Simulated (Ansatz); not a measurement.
# Zr2CuS4: from the start to rest, part 2 of 2

Aim: in Zr2CuS4, a strained cell with displaced atoms, relax the atoms in a fixed cell, then read levels, charges and fields where it ends.

Ansatz 0.2.0; DFT, PBEsol, with U_eff = 6.54 eV on Cu d, collinear spin, plane waves, PAW. Relaxing the atoms in a fixed cell. Earlier steps stand in the parts before.

### 3 More of the same log

Output, continued:

```text
the starting moments were not kept: the SCF closed with an absolute magnetisation of 7.1e-5 μB, where they sum to 2 μB in size (2 sites). That is at most 0.1 of that sum. Measured as dr2_m measures the in/out step, that magnetisation stands 3.0e-10 eV from none, at or under the dr2_threshold of 1.0e-4 eV: it is no larger than a step whose dr2_m would equal this threshold.
SCF 2 converged in 8 iterations: F = -36788.153608 eV  dr2 = 3.11e-5
relax step   2: F+E_penalty+E_count = -36788.15360794 eV  Δ(F+E_penalty+E_count) = -2.518e0 eV  max|allowed force component| = 1.519e0 eV/Å  Δτ_max = 0.1948 Å  (8 SCF iters, dr2 threshold 1.00e-4 eV, accepted)
iter 1 solved again at ethr=3.66e-4 eV; its pass at ethr=3.10e-3 eV (dr2=4.90e-1 eV) is discarded
SCF iter   1: F=—  HF=-36788.692497 eV  |F-HF|=—  |Δ(HF+E_count)|=         —  Δρ=2.08e-2 (↑2.08e-2 ↓1.45e-2)  dr2=4.89e-1  dr2_m=7.31e-1  M=-0.002 μB ∫|m|=0.049 μB  β_m=0.30  ethr=3.66e-4  ⟨swp⟩=1.0  Hψ=9065  notcnv=0
preconditioner: auto → Kerker (q_TF=auto, 2.411 Å⁻¹)  [metal: Δε(μ)=0.006 eV  Ē_g=7.711 eV  σ=0.100 eV  W_gap=0.02  n_scr=60 (ndim 8)  ℏωp=20.5 eV  f_vac=0.019  D(μ)=5.85/eV (n_scr^D=26)]
spin=Collinear: Kerker preconditioning applied to the charge; magnetization (m = ρ↑ − ρ↓) channel mixes plain (no charge-response kernel on spin).
SCF iter   2: F=—  HF=-36788.808908 eV  |F-HF|=—  |Δ(HF+E_count)|=   1.16e-1  Δρ=1.46e-2 (↑1.46e-2 ↓1.03e-2)  dr2=2.66e-1  dr2_m=3.61e-1  M=-0.001 μB ∫|m|=0.037 μB  β_m=0.65  ethr=3.65e-4  ⟨swp⟩=1.0  Hψ=2296  notcnv=0
SCF iter   3: F=—  HF=-36788.903031 eV  |F-HF|=—  |Δ(HF+E_count)|=   9.41e-2  Δρ=1.33e-3 (↑1.33e-3 ↓1.27e-3)  dr2=1.48e-2  dr2_m=7.08e-5  M=0.000 μB ∫|m|=0.006 μB  β_m=0.60  ethr=1.99e-4  ⟨swp⟩=2.4  Hψ=4571  notcnv=0
SCF iter   4: F=—  HF=-36788.900333 eV  |F-HF|=—  |Δ(HF+E_count)|=   2.70e-3  Δρ=7.94e-4 (↑7.94e-4 ↓7.63e-4)  dr2=6.43e-3  dr2_m=9.39e-5  M=0.000 μB ∫|m|=0.003 μB  β_m=0.57  ethr=1.10e-5  ⟨swp⟩=2.0  Hψ=4196  notcnv=0
SCF iter   5: F=—  HF=-36788.899097 eV  |F-HF|=—  |Δ(HF+E_count)|=   1.24e-3  Δρ=2.96e-4 (↑2.96e-4 ↓2.81e-4)  dr2=1.64e-3  dr2_m=1.94e-5  M=-0.000 μB ∫|m|=0.002 μB  β_m=0.79  ethr=4.80e-6  ⟨swp⟩=2.0  Hψ=3099  notcnv=0
SCF iter   6: F=—  HF=-36788.898811 eV  |F-HF|=—  |Δ(HF+E_count)|=   2.85e-4  Δρ=7.86e-5 (↑7.86e-5 ↓7.68e-5)  dr2=2.00e-4  dr2_m=1.06e-6  M=-0.000 μB ∫|m|=0.000 μB  β_m=0.89  ethr=1.22e-6  ⟨swp⟩=2.1  Hψ=3284  notcnv=0
SCF iter   7: F=-36788.898768 eV  HF=-36788.898790 eV  |F-HF|=2.16e-5  |Δ(HF+E_count)|=   2.19e-5  Δρ=4.33e-5 (↑4.33e-5 ↓4.26e-5)  dr2=3.50e-5  dr2_m=1.56e-8  M=-0.000 μB ∫|m|=0.000 μB  ethr=7.46e-8  ⟨swp⟩=10.5  Hψ=18158  notcnv=0
the starting moments were not kept: the SCF closed with an absolute magnetisation of 6.6e-5 μB, where they sum to 2 μB in size (2 sites). That is at most 0.1 of that sum. Measured as dr2_m measures the in/out step, that magnetisation stands 2.8e-10 eV from none, at or under the dr2_threshold of 1.0e-4 eV: it is no larger than a step whose dr2_m would equal this threshold.
SCF 3 converged in 7 iterations: F = -36788.898768 eV  dr2 = 3.50e-5
relax step   3: F+E_penalty+E_count = -36788.89876801 eV  Δ(F+E_penalty+E_count) = -7.452e-1 eV  max|allowed force component| = 8.204e-1 eV/Å  Δτ_max = 0.1900 Å  (7 SCF iters, dr2 threshold 1.00e-4 eV, accepted)
[... 10 lines left out ...]
relax step   4: F+E_penalty+E_count = -36789.11872949 eV  Δ(F+E_penalty+E_count) = -2.200e-1 eV  max|allowed force component| = 7.064e-1 eV/Å  Δτ_max = 0.1905 Å  (6 SCF iters, dr2 threshold 7.48e-5 eV, accepted)
[... 10 lines left out ...]
relax step   5: F+E_penalty+E_count = -36789.27222484 eV  Δ(F+E_penalty+E_count) = -1.535e-1 eV  max|allowed force component| = 3.937e-1 eV/Å  Δτ_max = 0.1904 Å  (6 SCF iters, dr2 threshold 1.00e-4 eV, accepted)
[... 11 lines left out ...]
relax step   6: F+E_penalty+E_count = -36789.33096725 eV  Δ(F+E_penalty+E_count) = -5.874e-2 eV  max|allowed force component| = 1.718e-2 eV/Å  Δτ_max = 0.1783 Å  (7 SCF iters, dr2 threshold 4.81e-5 eV, accepted)
iter 1 solved again at ethr=3.19e-8 eV; its pass at ethr=3.10e-3 eV (dr2=4.27e-5 eV) is discarded
SCF iter   1: F=—  HF=-36789.331013 eV  |F-HF|=—  |Δ(HF+E_count)|=         —  Δρ=6.70e-5 (↑6.59e-5 ↓6.70e-5)  dr2=4.27e-5  dr2_m=6.45e-8  M=-0.000 μB ∫|m|=0.000 μB  β_m=0.30  ethr=3.19e-8  ⟨swp⟩=1.0  Hψ=5544  notcnv=0
preconditioner: auto → Kerker (q_TF=auto, 2.411 Å⁻¹)  [metal: Δε(μ)=0.065 eV  Ē_g=7.677 eV  σ=0.100 eV  W_gap=0.16  n_scr=60 (ndim 8)  ℏωp=20.5 eV  f_vac=0.018  D(μ)=5.89/eV (n_scr^D=28)]
spin=Collinear: Kerker preconditioning applied to the charge; magnetization (m = ρ↑ − ρ↓) channel mixes plain (no charge-response kernel on spin).
SCF iter   2: F=—  HF=-36789.331006 eV  |F-HF|=—  |Δ(HF+E_count)|=   7.80e-6  Δρ=1.95e-5 (↑1.89e-5 ↓1.95e-5)  dr2=1.33e-5  dr2_m=3.47e-8  M=-0.000 μB ∫|m|=0.000 μB  β_m=0.31  ethr=3.19e-8  ⟨swp⟩=2.0  Hψ=4144  notcnv=0
SCF iter   3: F=—  HF=-36789.331005 eV  |F-HF|=—  |Δ(HF+E_count)|=   3.60e-7  Δρ=1.62e-5 (↑1.57e-5 ↓1.62e-5)  dr2=1.01e-5  dr2_m=1.82e-8  M=-0.000 μB ∫|m|=0.000 μB  β_m=0.66  ethr=9.90e-9  ⟨swp⟩=1.0  Hψ=2296  notcnv=0
SCF iter   4: F=—  HF=-36789.331004 eV  |F-HF|=—  |Δ(HF+E_count)|=   1.31e-6  Δρ=5.68e-6 (↑5.29e-6 ↓5.68e-6)  dr2=7.08e-7  dr2_m=2.55e-9  M=-0.000 μB ∫|m|=0.000 μB  β_m=0.83  ethr=7.56e-9  ⟨swp⟩=2.0  Hψ=3189  notcnv=0
SCF iter   5: F=-36789.331004 eV  HF=-36789.331004 eV  |F-HF|=1.63e-8  |Δ(HF+E_count)|=   3.25e-8  Δρ=1.31e-6 (↑1.31e-6 ↓1.30e-6)  dr2=5.03e-8  dr2_m=8.92e-12  M=0.000 μB ∫|m|=0.000 μB  ethr=7.46e-11  ⟨swp⟩=6.6  Hψ=14829  notcnv=0
the starting moments were not kept: the SCF closed with an absolute magnetisation of 3.5e-6 μB, where they sum to 2 μB in size (2 sites). That is at most 0.1 of that sum. Measured as dr2_m measures the in/out step, that magnetisation stands 6.2e-13 eV from none, at or under the dr2_threshold of 1.0e-7 eV: it is no larger than a step whose dr2_m would equal this threshold.
SCF 7 converged in 5 iterations: F = -36789.331004 eV  dr2 = 5.03e-8
relax step   7: F+E_penalty+E_count = -36789.33100379 eV  Δ(F+E_penalty+E_count) = -3.655e-5 eV  max|allowed force component| = 1.645e-2 eV/Å  Δτ_max = 0.0000 Å  (5 SCF iters, accepted)
SCF converged after 5 iterations
Magnetization: 0.0000 μB (67.0000 up, 67.0000 down)
Absolute magnetization: 0.0000 μB (∫|ρ↑−ρ↓|, with the PAW one-centre terms)
Spin contamination: 0.0000 ħ² per cell (⟨S²⟩ above its minimum at these occupations)
Per-site moments (μB) at R_I (Å): [(-7.628096847697312e-8, 1.056738259867178), (9.14468481492681e-8, 1.0563845607706792), (4.0568036255987746e-7, 1.056849689196937), (-8.490133486290795e-8, 1.0559117572789556), (-2.495038032040188e-9, 0.9492327612546052), (1.2628698904352808e-7, 0.9488218146977866), (2.3960439408300832e-8, 0.9490418679666524), (-1.3442787831427695e-8, 0.9513226375649024), (-4.1571739068558446e-8, 0.952505258665452), (-3.226897108502213e-8, 0.9492327612546052), (-3.986813861416436e-9, 0.9520864306382475), (-3.900932837902077e-8, 0.9497592772003418), (2.7112367719844795e-8, 0.9488218146977866), (2.2273876651989624e-8, 0.9518204402592018)]
Free energy (F): -36789.331004 eV
Harris-Foulkes:  -36789.331004 eV  (|F-HF|=1.63e-8)
Internal energy: -36789.142002 eV  (E = F + TS)
E sigma→0 (E₀):  -36789.236503 eV
Entropy (-TS):   -0.189001 eV (-13.500 meV/atom)
Fermi energy:    9.635235 eV
--- Per-component energies (eV) ---
  E_band       = -1535.874364
  E_kinetic    = 2794.030672
  E_local      = -15867.276719  (includes V_loc(G=0)·N_el)
  E_nonlocal   = 1358.469523
  E_hartree    = 6620.472398
  E_xc         = -1590.648633
  E_vxc        = -1693.482746  (∫ρ·V_xc dr)
  E_hubbard    = 0.898731  (on-site DFT+U / exact-exchange correction)
  E_vhub       = -62.689430  (the Hubbard potential's part of the band-sum identity)
  E_paw        = -19548.256410  (= ΣΔE_a)
  E_vpaw       = -1305.868104  (= ΣTr[D̂ρ^β])
  E_aug_tail   = 0.000605  (compensation charges beyond the density's cutoff)
  E_ewald      = -10558.403048
  E_core_change = 1.570881  (= ΣΔE_core)
  E_smearing   = -0.189001  (= −TS)
  E_closure    = -0.000000  (closes the sum)
  Σ components = -36789.331004   (vs F -36789.331004, Δ=0.00e0)
--- Forces (eV/Å), atoms counted from 1 ---
  atom   1  Zr     0.00058731     0.00179320    -0.00432846
  atom   2  Zr     0.00233084    -0.00319716    -0.00116102
  atom   3  Zr     0.00573927    -0.00426044    -0.00031073
  atom   4  Zr    -0.00391015     0.00254845    -0.00038490
  atom   5  Cu    -0.00256737    -0.00174504    -0.00074324
  atom   6  Cu     0.00162442    -0.00886638    -0.00108356
  atom   7  S     -0.00158230    -0.00811096     0.00177828
  atom   8  S     -0.00482573     0.01643169    -0.00072858
  atom   9  S     -0.00435696    -0.00998974     0.01010096
  atom  10  S      0.00486402     0.01094298    -0.01090868
  atom  11  S     -0.01151626    -0.00012249     0.00671770
  atom  12  S      0.01202602     0.01278662    -0.00376368
  atom  13  S      0.00340983    -0.01366747     0.01041606
  atom  14  S     -0.00188528     0.00523911    -0.00560008
  max |Σ_I F_I| component: 2.18e-4 eV/Å
--- Stress (GPa, compression-positive) ---
       -3.721236      -0.432505       0.643174
       -0.432505      -0.055643      -0.111702
        0.643174      -0.111702      -1.532466
  P = ⅓ Tr σ = -1.7698 GPa (-17.698 kbar)
--- Band table (eV; the first three rows and the last of 28) ---
  k-point 0 ↑: bands = ["-101.2717", "-101.2711", "-58.8498", "-58.8493", "-58.8431", "-58.8425", "-58.8362", "-58.8356", "-40.1522", "-40.1132", "-40.0924", "-40.0744", "-18.4532", "-18.2958", "-18.2926", "-18.2870", "-18.2094", "-18.1956", "-18.1649", "-18.1434", "-18.1301", "-18.1116", "-18.1039", "-18.0920", "-4.5219", "-3.6014", "-3.5579", "-3.5223", "-3.3239", "-3.2587", "-3.2325", "-3.1981", "2.8628", "3.7016", "3.7115", "3.7508", "3.9001", "3.9925", "4.0232", "4.1151", "4.1393", "4.1941", "4.3553", "4.3847", "4.4703", "4.5362", "4.5979", "5.6760", "5.7408", "5.7881", "5.8344", "5.8546", "5.9050", "6.0346", "6.3736", "6.6033", "6.6962", "6.7344", "6.9213", "6.9909", "7.0584", "7.1500", "7.2325", "7.9156", "8.1866", "8.3648", "8.8649", "9.0988", "9.2725", "10.1621", "10.3642", "10.4649", "11.5364", "11.6405", "11.7295", "11.8254", "11.9279", "12.2317", "12.9929", "13.0596", "13.2887", "13.5296"]
  k-point 1 ↑: bands = ["-101.2717", "-101.2711", "-58.8498", "-58.8493", "-58.8431", "-58.8425", "-58.8362", "-58.8356", "-40.1517", "-40.1138", "-40.0926", "-40.0743", "-18.4227", "-18.3096", "-18.2720", "-18.2697", "-18.2169", "-18.2044", "-18.1890", "-18.1582", "-18.1312", "-18.1118", "-18.1043", "-18.0923", "-4.3612", "-3.6624", "-3.5452", "-3.4920", "-3.4687", "-3.2765", "-3.2703", "-3.1979", "3.1334", "3.7615", "3.7881", "3.7994", "3.8588", "4.0300", "4.0695", "4.1306", "4.1930", "4.2297", "4.4028", "4.4602", "4.5570", "4.6381", "4.7240", "5.5199", "5.5879", "5.7039", "5.7445", "5.7808", "5.8214", "5.8413", "6.1014", "6.3314", "6.5864", "6.7689", "6.9636", "7.0303", "7.0537", "7.1668", "7.2821", "7.3340", "7.9017", "8.0388", "9.1991", "9.5803", "9.6464", "10.0537", "10.7317", "10.8401", "11.1339", "11.2839", "11.7517", "11.8582", "11.9419", "12.2310", "12.7712", "13.0537", "13.1503", "13.2251"]
  k-point 2 ↑: bands = ["-101.2717", "-101.2711", "-58.8498", "-58.8493", "-58.8431", "-58.8425", "-58.8362", "-58.8356", "-40.1513", "-40.1139", "-40.0926", "-40.0746", "-18.4027", "-18.3089", "-18.2647", "-18.2517", "-18.2158", "-18.2115", "-18.1923", "-18.1539", "-18.1535", "-18.1239", "-18.1131", "-18.0923", "-4.1857", "-3.7351", "-3.6171", "-3.5543", "-3.4733", "-3.3282", "-3.2808", "-3.1370", "3.3512", "3.7558", "3.8141", "3.8506", "3.8977", "4.0397", "4.0739", "4.1560", "4.1777", "4.2948", "4.4442", "4.5441", "4.6477", "4.8346", "5.1251", "5.2516", "5.4018", "5.4322", "5.7355", "5.7694", "5.7820", "5.7978", "5.8772", "6.1992", "6.2545", "6.5268", "6.6711", "6.9378", "7.0945", "7.1516", "7.4105", "7.5162", "7.6621", "8.0571", "9.6642", "9.8398", "9.9378", "10.4098", "10.5272", "10.8251", "10.8808", "11.2280", "11.3592", "11.7694", "11.9050", "12.1933", "12.8260", "13.1650", "13.2200", "13.2698"]
  k-point 13 ↓: bands = ["-101.2717", "-101.2711", "-58.8498", "-58.8493", "-58.8431", "-58.8425", "-58.8362", "-58.8356", "-40.1517", "-40.1120", "-40.0942", "-40.0746", "-18.3784", "-18.3208", "-18.2533", "-18.2449", "-18.2285", "-18.1992", "-18.1761", "-18.1721", "-18.1554", "-18.1310", "-18.1216", "-18.1045", "-3.9958", "-3.7916", "-3.6536", "-3.6390", "-3.4363", "-3.3330", "-3.2913", "-3.2053", "3.5355", "3.6928", "3.8296", "3.9010", "3.9663", "4.0892", "4.1336", "4.2139", "4.2305", "4.2979", "4.4103", "4.4828", "4.6428", "4.7083", "5.1446", "5.2326", "5.3652", "5.6150", "5.7393", "5.7788", "5.8495", "5.9610", "5.9881", "6.0939", "6.2144", "6.4438", "6.6826", "6.7709", "6.9884", "7.1422", "7.2360", "7.2887", "7.4052", "7.6217", "9.9298", "9.9579", "10.2259", "10.3323", "10.5756", "10.9428", "11.1822", "11.3291", "11.5290", "11.6952", "11.8176", "12.0804", "12.5957", "12.7562", "12.8208", "12.9123"]
Occupation matrices written to <dir>
--- Relaxed structure (7 steps of the walk, 7 accepted, 0 SCFs on fresh bases) ---
  F+E_penalty+E_count = -36789.33100379 eV   max|allowed force component| = 1.645e-2 eV/Å
  atoms:
    - { symbol: Zr, position: [0.6251488669830613, 0.6197280614702773, 0.635744620940617] }
    - { symbol: Zr, position: [0.125452261138514, 0.6193634669065611, 0.6356941187783299] }
    - { symbol: Zr, position: [0.6255889295857657, 0.6193056444438709, 0.1355253686857738] }
    - { symbol: Zr, position: [0.6251078787277943, 0.11964900789842625, 0.6359237529593365] }
    - { symbol: Cu, position: [1.0009970922387303, -0.009371007101679818, 0.014596167472934907] }
    - { symbol: Cu, position: [0.24953292630114318, 0.2478394131286848, 0.2576385430599201] }
    - { symbol: S, position: [0.36492124877127374, 0.3845466994649282, 0.3881823573008556] }
    - { symbol: S, position: [0.3821675130658059, 0.8672589811625256, 0.8706583930280545] }
    - { symbol: S, position: [0.39073512582400977, 0.358442112318629, 0.8785296367506283] }
    - { symbol: S, position: [0.8730202494170551, 0.37652907400063196, 0.8959208304486508] }
    - { symbol: S, position: [0.8680063022814355, 0.3721346946434632, 0.4010159164190734] }
    - { symbol: S, position: [0.8860068596472682, 0.8543409514099093, 0.8829685840924517] }
    - { symbol: S, position: [0.37783465799305327, 0.8621912521664901, 0.3751962124217172] }
    - { symbol: S, position: [0.8596160880250888, 0.8806966480872823, 0.39337249764165605] }
--- Löwdin populations: 14 sites ---
  site symbol       q [e]    m [muB]
     0     Zr     11.3416    -0.0000
     1     Zr     11.3352     0.0000
     2     Zr     11.3223     0.0000
     3     Zr     11.3507    -0.0000
     4     Cu     18.4591     0.0000
     5     Cu     18.4591    -0.0000
     6      S      6.3739    -0.0000
     7      S      6.3723    -0.0000
     8      S      6.3689    -0.0000
     9      S      6.3767    -0.0000
    10      S      6.3721    -0.0000
    11      S      6.3739    -0.0000
    12      S      6.3769     0.0000
    13      S      6.3690     0.0000
  spilling = 0.005583 (of n_electrons = 134.000000)
```

Run time: 3.2 min. Hardware: 2 threads of AMD EPYC 9R14 (Zen 4), shared host; peak memory 1.1 GiB.

Step by step:

| step | energy from step 1 (eV/cell) | largest force component (eV/Å) |
| --- | --- | --- |
| 1 | 0.0000 | 4.5562 |
| 2 | -2.5181 | 1.5189 |
| 3 | -3.2632 | 0.8204 |
| 4 | -3.4832 | 0.7064 |
| 5 | -3.6367 | 0.3937 |
| 6 | -3.6954 | 0.0172 |
| 7 | -3.6955 | 0.0164 |

Step 1 is the start. Step 7 solves the same geometry again.

The atom that moved most is Cu6, by 0.80 Å.

### 4 Total and projected density of states

Counts of states in windows (eV from the Fermi level; tetrahedra), total and projected:

| from | to | total | Cu d | S p | Zr d |
| --- | --- | --- | --- | --- | --- |
| -7.0 | -6.0 | 2.00 | 0.44 | 1.04 | 0.28 |
| -6.0 | -5.0 | 22.78 | 11.62 | 8.38 | 1.64 |
| -5.0 | -4.0 | 9.86 | 2.51 | 5.45 | 1.34 |
| -4.0 | -3.0 | 17.15 | 2.76 | 10.00 | 3.61 |
| -3.0 | -2.0 | 13.13 | 1.82 | 9.15 | 1.42 |
| -2.0 | -1.0 | 3.10 | 0.33 | 2.34 | 0.32 |
| -1.0 | 0.0 | 1.58 | 0.02 | 0.27 | 1.14 |
| 0.0 | 1.0 | 7.18 | 0.06 | 1.19 | 5.37 |
| 1.0 | 2.0 | 8.77 | 0.05 | 1.29 | 6.71 |

The bands computed are complete only to about 3.0 eV above the Fermi level.

### 5 Charges

Gathered by element (positive charge: electrons given up): Löwdin charges also hold the electrons that the projection spills.

| element | atoms | Löwdin charge (e) |
| --- | --- | --- |
| Zr | 4 | +0.65 to +0.68 |
| Cu | 2 | +0.54 |
| S | 8 | -0.38 to -0.37 |

The Löwdin projection spills 0.6 % of the electrons and depends on the orbitals chosen; where it disagrees with Bader's partition, neither is an observable.

Occupation eigenvalues of the Hubbard shells:

| atom | shell | spin | eigenvalues |
| --- | --- | --- | --- |
| Cu5 | d | up | 0.98 0.98 0.98 0.99 0.99 |
| Cu5 | d | down | 0.98 0.98 0.98 0.99 0.99 |
| Cu6 | d | up | 0.98 0.98 0.98 0.99 0.99 |
| Cu6 | d | down | 0.98 0.98 0.98 0.99 0.99 |

### 6 Fields in real space

Maps in the plane spanned by a and b at height 0.871 along c (axes of the input's cell), one cell: a runs left to right (22 points from zero), b bottom to top (22 points), 60° apart. Inside the augmentation spheres the fields are the smooth ones.

Valence density. Ten steps from '0' (0.04 e/Å³) to '9' (1.18 e/Å³), finer at the low end (step k begins (100^(k/10) - 1)/99 of the way up):
```
6666789999865456899998
8655689989986556899899
9754579956997555799669
9753357998998655689989
9853135799998654568999
8753103578887654456789
7653101356776544444567
5543222234555544444455
4444444443444455666554
4444566665444456777765
5445678887654456899987
7544689999865456899998
8644579989986446899799
9753469974997534689879
9753357998998533479999
8753135799998632247899
7652003578987631024678
6643101356776531002456
6653222234555432112356
7765444443444444444456
7876666665444445666656
7777778887654456788876
```

ELF. Ten even steps from '0' (0.00) to '9' (0.89):
```
3111499889962126999998
8311489515996226996269
9721279700697424896007
9951159962588522588415
9961016999898621268888
9972002689998521125899
8852000147886421112478
4421000012333222222223
1111234321111124555321
1001477875100026788762
3001689999620027998897
7311699889972127996589
9721599715996115995039
9841389700699413898107
9961159961499711489868
9861026999899730158999
8741002689999730013678
3321000147888520001223
1111000012344210000111
1111234321111111332111
1211368875100014777521
1111389999620026899973
```

Atoms within 0.2 Å of the plane, in fractions of a and b: S at (0.38, 0.87), S at (0.39, 0.36), S at (0.87, 0.38), S at (0.89, 0.85).

Scans along the contacts give these minima of the density:

| contact | length (Å) | minimum at (fraction) | density (e/Å³) | ELF |
| --- | --- | --- | --- | --- |
| Cu6–S13 | 2.300 | 0.45 | 0.490 | 0.21 |
| Zr4–S7 | 2.560 | 0.47 | 0.428 | 0.27 |

### 7 Results

What follows sums up all 2 parts.

| quantity | value |
| --- | --- |
| moves | 5 |
| energy gained | 264.0 meV/atom |
| largest move | 0.80 Å (Cu6) |
| space group (0.01 Å), before / after | P1 / P-1 |
| pressure left in the fixed cell | -1.8 GPa |
| character | metal |
| density of states, mean within 0.25 eV of the Fermi level | 7.3 per eV per cell |
| moments | none |

What this shows: In the fixed cell the largest move of an atom is 0.80 Å; the energy fell by 264.0 meV per atom. Within 0.01 Å the space group went from P1 to P-1. It is a metal; within 0.25 eV of the Fermi level the density of states averages 7.3 per eV per cell, mostly Zr d (74 %) and S p (17 %). The state carries no moments.

Caveats: the k mesh is coarse for a cell without a gap; a Hubbard term without moments, so a magnetic state may lie lower; the SCF threshold is loose for a stress.
